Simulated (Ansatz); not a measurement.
# GaGe: the cost of one run

Computed with Ansatz 0.2.0 (DFT PBEsol, scalar-relativistic, plane waves, PAW, unless a step's input says otherwise).

2 further runs of the same task are left out: 2 that didn't finish.

**1. The structure to begin with**

Symmetry: F-43m, No. 216, cubic system. Conventional cell: a = 5.796 Å, b = 5.796 Å, c = 5.796 Å, α = 90.00°, β = 90.00°, γ = 90.00°. Ga (site symmetry -43m) is surrounded by 4 Ge at 2.51 Å. Around Ge (site symmetry -43m) lie 4 Ga at 2.51 Å.

Coordinates:

```cif
data_structure
_symmetry_space_group_name_H-M 'P 1'
_symmetry_Int_Tables_number 1
_cell_length_a 4.0982
_cell_length_b 4.0982
_cell_length_c 4.0982
_cell_angle_alpha 60.000
_cell_angle_beta 60.000
_cell_angle_gamma 60.000
_cell_volume 48.67
loop_
_atom_site_label
_atom_site_type_symbol
_atom_site_fract_x
_atom_site_fract_y
_atom_site_fract_z
_atom_site_occupancy
Ga1 Ga 0.75000 0.75000 0.75000 1
Ge1 Ge 0.00000 0.00000 0.00000 1
```

The structure comes from the Materials Project (structure only).

**2. One atom moved**

What differs from the listed cell: atom 2 (Ge) moved by 0.09 Å.

input.yaml reads:

```yaml
crystal:
  lattice:
    - [0.0, 2.897844, 2.897844]
    - [2.897844, 0.0, 2.897844]
    - [2.897844, 2.897844, 0.0]
  atoms:
    - { symbol: Ga, position: [0.75, 0.75, 0.75] }
    - { symbol: Ge, position: [-0.0154218101, 0.0259020154, -0.0045792665] }
basis:
  ecutwfc: 420
kpoints:
  mp_grid: { grid: [12, 12, 12] }
hamiltonian:
  xc: pbesol
scf:
  occupations: { method: gaussian, width: 0.1 }
output:
  forces: true
  stress: true
  eigenvalues: true
```

On the command line:

```sh
ansatz run input.yaml --threads 1 --pin off --max-ram 1331MiB --backend cpu --events-out ev --progress --plain --runs-dir out
```

**Question.** How long does this run take on 1 thread of an x86-64 CPU, shared host, and how much memory does it need?

About 1.8 min, with a peak of 1 GiB.
